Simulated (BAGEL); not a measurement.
# H4SeSi (SMILES [SiH3][SeH]): HF/cc-pVTZ (density fitting with cc-pvtz-jkfit, property ionisation energy)

What is the vertical ionisation energy of H4SeSi at HF/cc-pVTZ (density fitting with cc-pvtz-jkfit, property ionisation energy)? 

The results are computed with BAGEL 1.2.2.

### 1 The structure to begin with

The species is H4SeSi (6 atoms), typed as a singlet with charge 0. As SMILES, `[SiH3][SeH]`. Geometry: relaxed at PBE0-D4/def2-TZVP.

Bond lengths: Si1–Se2 2.279 Å, Si1–H3 1.484 Å, Si1–H4 1.483 Å, Si1–H5 1.484 Å, Se2–H6 1.469 Å. Angles: Si1–Se2–H6 93.0°, Se2–Si1–H3 111.5°, Se2–Si1–H4 104.9°, Se2–Si1–H5 111.4°, H3–Si1–H4 110.0°, H3–Si1–H5 109.1°, H4–Si1–H5 110.0°.

### 2 The energy at HF/cc-pVTZ (density fitting with cc-pvtz-jkfit, property ionisation energy)

The input, calc.json:

```json
{ "bagel" : [

{
  "title" : "molecule",
  "basis" : "cc-pvtz.json",
  "df_basis" : "cc-pvtz-jkfit",
  "angstrom" : true,
  "geometry" : [
    { "atom" : "Si", "xyz" : [   -0.244700,   -0.234500,   -0.474600 ] },
    { "atom" : "Se", "xyz" : [    0.898700,   -0.252100,    1.496900 ] },
    { "atom" : "H", "xyz" : [   -1.605500,    0.334200,   -0.308700 ] },
    { "atom" : "H", "xyz" : [   -0.336900,   -1.659600,   -0.873400 ] },
    { "atom" : "H", "xyz" : [    0.479900,    0.537800,   -1.514300 ] },
    { "atom" : "H", "xyz" : [    0.850600,    1.210300,    1.627900 ] }
  ]
},
{
  "title" : "hf",
  "charge" : 0
},
{
  "title" : "print",
  "file" : "orbitals.molden",
  "orbitals" : true
}

]}
```

The basis set cc-pVTZ is read from a file made from the Basis Set Exchange's data (not shown).

The run is started by

```bash
BAGEL_NUM_THREADS=1 BAGEL calc.json > calc.out
```

The program printed:

```text
* using 1 threads per process

  ===============================================================
  ===============================================================

  *** Geometry ***

  { "atom" : "Si", "xyz" : [     -0.462416,     -0.443141,     -0.896864 ] },
  { "atom" : "Se", "xyz" : [      1.698297,     -0.476400,      2.828731 ] },
  { "atom" : "H", "xyz" : [     -3.033955,      0.631546,     -0.583358 ] },
  { "atom" : "H", "xyz" : [     -0.636649,     -3.136189,     -1.650487 ] },
  { "atom" : "H", "xyz" : [      0.906880,      1.016295,     -2.861612 ] },
  { "atom" : "H", "xyz" : [      1.607401,      2.287136,      3.076285 ] },

  Number of auxiliary basis functions:      448

  Since a DF basis is specified, we compute 2- and 3-index integrals:
    o Being stored without compression. Storage requirement is 0.063 GB

  Number of basis functions:      133
  Number of electrons      :       52

    * METHOD: MOLECULE                             0.33

  *** RHF ***

  === Nuclear Repulsion ===
   158.9379787741

      * DIIS with orbital gradients will be used.

  === RHF iteration (cc-pvtz.json) ===
      0      -2691.13563655          0.00675477           0.13
      1      -2691.17797087          0.00223140           0.13
      2      -2691.18265153          0.00072376           0.13
      3      -2691.18317719          0.00012437           0.13
      4      -2691.18320220          0.00002543           0.13
      5      -2691.18320333          0.00000593           0.13
      6      -2691.18320338          0.00000194           0.13
      7      -2691.18320338          0.00000045           0.13
      8      -2691.18320338          0.00000012           0.13
      9      -2691.18320338          0.00000005           0.13
     10      -2691.18320338          0.00000001           0.13
     11      -2691.18320338          0.00000000           0.13
    * SCF iteration converged.

    * Permanent dipole moment:
           (    0.187650,    -0.256970,     0.286157) a.u.

    * METHOD: HF                                   1.85

    * METHOD: PRINT                                0.05

  ===============================================================
```

Run time: 2.4 s. Hardware: 1 thread of Arm Neoverse V1, shared host; peak memory 0.17 GiB.

### 3 The doublet cation: a single-point energy at ROHF/cc-pVTZ (density fitting with cc-pvtz-jkfit, property ionisation energy)

The input, input.json:

```json
{ "bagel": [

{
  "title": "molecule",
  "basis": "cc-pvtz.json",
  "df_basis": "cc-pvtz-jkfit",
  "angstrom": true,
  "geometry": [
    { "atom": "Si", "xyz": [   -0.244700,   -0.234500,   -0.474600 ] },
    { "atom": "Se", "xyz": [    0.898700,   -0.252100,    1.496900 ] },
    { "atom": "H", "xyz": [   -1.605500,    0.334200,   -0.308700 ] },
    { "atom": "H", "xyz": [   -0.336900,   -1.659600,   -0.873400 ] },
    { "atom": "H", "xyz": [    0.479900,    0.537800,   -1.514300 ] },
    { "atom": "H", "xyz": [    0.850600,    1.210300,    1.627900 ] }
  ]
},
{ "title": "rohf", "charge": 1, "nopen": 1 },
{ "title": "print", "file": "orbitals.molden", "orbitals": true }

]}
```

The basis set cc-pVTZ is read from a file made from the Basis Set Exchange's data (not shown).

The run is started by

```bash
BAGEL_NUM_THREADS=1 BAGEL input.json > input.out
```

The program printed:

```text
* using 1 threads per process

  ===============================================================
  ===============================================================

  *** Geometry ***

  { "atom" : "Si", "xyz" : [     -0.462416,     -0.443141,     -0.896864 ] },
  { "atom" : "Se", "xyz" : [      1.698297,     -0.476400,      2.828731 ] },
  { "atom" : "H", "xyz" : [     -3.033955,      0.631546,     -0.583358 ] },
  { "atom" : "H", "xyz" : [     -0.636649,     -3.136189,     -1.650487 ] },
  { "atom" : "H", "xyz" : [      0.906880,      1.016295,     -2.861612 ] },
  { "atom" : "H", "xyz" : [      1.607401,      2.287136,      3.076285 ] },

  Number of auxiliary basis functions:      448

  Since a DF basis is specified, we compute 2- and 3-index integrals:
    o Being stored without compression. Storage requirement is 0.063 GB

  Number of basis functions:      133
  Number of electrons      :       52

    * METHOD: MOLECULE                             0.34

  *** Open-shell HF ***

  === Nuclear Repulsion ===
   158.9379787741

      * DIIS with orbital gradients will be used.

  === ROHF iteration (cc-pvtz.json) ===
      0      -2690.78384112          0.01643810           0.27
      1      -2690.85670656          0.00519336           0.27
      2      -2690.86601948          0.00213356           0.27
      3      -2690.86807472          0.00080893           0.27
      4      -2690.86846113          0.00018574           0.28
      5      -2690.86850357          0.00005854           0.27
      6      -2690.86850943          0.00000842           0.27
      7      -2690.86851157          0.00000264           0.27
      8      -2690.86851168          0.00000079           0.27
      9      -2690.86851170          0.00000024           0.27
     10      -2690.86851169          0.00000016           0.27
     11      -2690.86851169          0.00000012           0.27
     12      -2690.86851169          0.00000007           0.27
     13      -2690.86851169          0.00000003           0.26
     14      -2690.86851169          0.00000001           0.26
     15      -2690.86851169          0.00000001           0.27
    * SCF iteration converged.

    * S^2 (ROHF) is 0.7500

    * Permanent dipole moment:
           (    0.052771,    -0.418400,     0.027895) a.u.

    * METHOD: ROHF                                 4.62

    * METHOD: PRINT                                0.05

  ===============================================================
```

Run time: 5.4 s. Hardware: 1 thread of Arm Neoverse V1, shared host; peak memory 0.17 GiB.

### 4 Results

Level: HF/cc-pVTZ (density fitting with cc-pvtz-jkfit, property ionisation energy).

```
                                          quantity           value
                   run 1, HF/cc-pVTZ: total energy  -2691.18320 Eh
                  run 1, HF/cc-pVTZ: dipole moment          1.09 D
                    run 1, HF/cc-pVTZ: HOMO energy        -9.67 eV
                    run 1, HF/cc-pVTZ: LUMO energy         2.91 eV
                  run 1, HF/cc-pVTZ: HOMO–LUMO gap        12.58 eV
                      doublet cation: total energy  -2690.86851 Eh
                              doublet cation: ⟨S²⟩           0.750
vertical ionisation energy (to the doublet cation)        8.563 eV
```

In words: The vertical ionisation energy comes to 8.56 eV (826 kJ/mol). The negative HOMO energy of the first species, 9.67 eV, lies 1.11 eV above that difference.
